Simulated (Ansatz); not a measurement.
# Thallium, simple cubic: r²SCAN0 at the r²SCAN geometry

How do the levels change when part of the exchange is made exact, and what does it cost? Spin polarisation is left out. The geometry was relaxed under r²SCAN beforehand and is kept. Exact exchange is dear, so the k-mesh is coarse, and r²SCAN is run on the same mesh for comparison.

Program: Ansatz 0.2.0. Level of theory: DFT, plane waves (500 eV) with PBE-made PAW files, scalar-relativistic; functionals as named at each step. These are calculated values, not measurements.

**1. The system as given**

The structure is cubic, space group Pm-3m (No. 221). Conventional cell: a = 3.182 Å, b = 3.182 Å, c = 3.182 Å, α = 90.00°, β = 90.00°, γ = 90.00°. Tl (site symmetry m-3m) has 6 Tl at 3.18 Å as nearest neighbours.

Structure file:

```
Tl
1.0
     3.18188    0.00000    0.00000
     0.00000    3.18188    0.00000
     0.00000    0.00000    3.18188
Tl
1
Cartesian
  0.0000 0.0000 0.0000
```

**2. r²SCAN on the coarse mesh**

The run with r²SCAN.

The input, input.yaml:

```yaml
crystal:
  lattice:
    - [3.1818756235, 0.0, 0.0]
    - [0.0, 3.1818756235, 0.0]
    - [0.0, 0.0, 3.1818756235]
  atoms:
    - { symbol: Tl, position: [0.0, 0.0, 0.0] }
hamiltonian:
  xc: r2scan
  pseudopotentials:
    kind: paw
    azcp:
      Tl: "pseudopotentials/Tl.paw.azcp"
basis:
  ecutwfc: 500
  fft_grid_basis: typed
kpoints:
  mp_grid: { grid: [5, 5, 5], shift: [0, 0, 0] }
magnetization:
  spin_polarized: false
scf:
  occupations: { method: fermi_dirac, width: 0.1 }
```

Launch:

```
ansatz run input.yaml --threads 4 --pin off --max-ram 8192MiB --backend cpu --events-out ev --progress --plain --runs-dir out
```

**3. r²SCAN0, coarse mesh**

The run with r²SCAN0.

Changes to input.yaml since step 2:

```diff
@@ -8,3 +8,3 @@
 hamiltonian:
-  xc: r2scan
+  xc: r2scan0
   pseudopotentials:
```

(Steps that only read results are left out.)

**Question.** What will these runs give? Wanted: r²SCAN: gap; r²SCAN0: gap; r²SCAN0: relative to hcp.

**Answer**, as computed:

| quantity | value |
| --- | --- |
| r²SCAN: gap | none (levels filled in part) |
| r²SCAN0: gap | none (levels filled in part) |
| r²SCAN0: SCF cycles, exchange loops | 16, 2 |
| r²SCAN0: CPU time over that of r²SCAN | 11 |
| r²SCAN0: relative to hcp | +135 meV/atom |

Both r²SCAN and r²SCAN0 leave levels filled in part. The hybrid took 11 times as much CPU time as r²SCAN on the same settings. The exchange operator of r²SCAN0 was renewed in 2 outer loops. The dense-mesh value adds -17.9 meV/atom, the change that r²SCAN shows between the coarse mesh and its own dense run (not shown). Under r²SCAN0 it lies 135 meV/atom above hcp (computed apart in the same way); on such meshes a few tens of meV are uncertain for metals. The total energies in the logs cannot be compared from one functional to another.
